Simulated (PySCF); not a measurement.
# Cl4Pb (Pb(Cl)4): the cost of one run

Program: PySCF 2.14.0. Level of theory: PBE0, Pb def2-SVP with ECP60, Cl def2-SVP; scalar-relativistic core potentials, no spin–orbit coupling. These are calculated values, not measurements.

3 further runs of the same task are left out: 2 for a known fault of the program, 1 that didn't finish.

## 1. Where the work starts

5 atoms, charge 0, spin multiplicity 1.

Bond lengths: Pb1–Cl2 2.413 Å, Pb1–Cl3 2.413 Å, Pb1–Cl4 2.413 Å, Pb1–Cl5 2.413 Å. Angles: Cl2–Pb1–Cl3 109.7°, Cl2–Pb1–Cl4 109.0°, Cl2–Pb1–Cl5 109.7°, Cl3–Pb1–Cl4 109.7°, Cl3–Pb1–Cl5 109.0°, Cl4–Pb1–Cl5 109.7°.

As a file:

| atom | x (Å) | y (Å) | z (Å) |
| --- | --- | --- | --- |
| Pb1 | 0.0000 | 0.0000 | 0.0000 |
| Cl2 | 1.9651 | 0.0000 | 1.4005 |
| Cl3 | 0.0000 | 1.9651 | -1.4005 |
| Cl4 | -1.9651 | 0.0000 | 1.4005 |
| Cl5 | 0.0000 | -1.9651 | -1.4005 |

Formal oxidation states: Pb +4. An earlier session relaxed this geometry at PBE0, Pb def2-SVP with ECP60, Cl def2-SVP (singlet, point group Td).

Its energy there is -2032.597923 Eh.

## 2. Multiplicity 3 at the relaxed geometry

run.py (the lines that set the calculation)

```python
mol = gto.M(atom='''
Pb     0.00000     0.00000     0.00000
Cl     1.96513     0.00000     1.40049
Cl     0.00000     1.96513    -1.40049
Cl    -1.96513     0.00000     1.40049
Cl     0.00000    -1.96513    -1.40049''',
    basis={'Pb': 'def2-SVP', 'Cl': 'def2-SVP'},
    ecp={'Pb': 'def2-SVP'},
    charge=0, spin=2)
mf = dft.UKS(mol, xc='PBE0')
mf.grids.atom_grid = (50, 194)
mf = mf.density_fit()  # fitting sets: Pb def2-universal-JKFIT, Cl def2-universal-JKFIT
mf.conv_tol = 1e-08; mf.max_cycle = 55
mf.kernel(dm0)  # dm0: free metal ions and neutral atoms
```

Started as:

```bash
$ OMP_NUM_THREADS=2 python run.py
```

**Question.** How long does this run take on 2 threads of Arm Neoverse V1, shared host?

About 8 s.
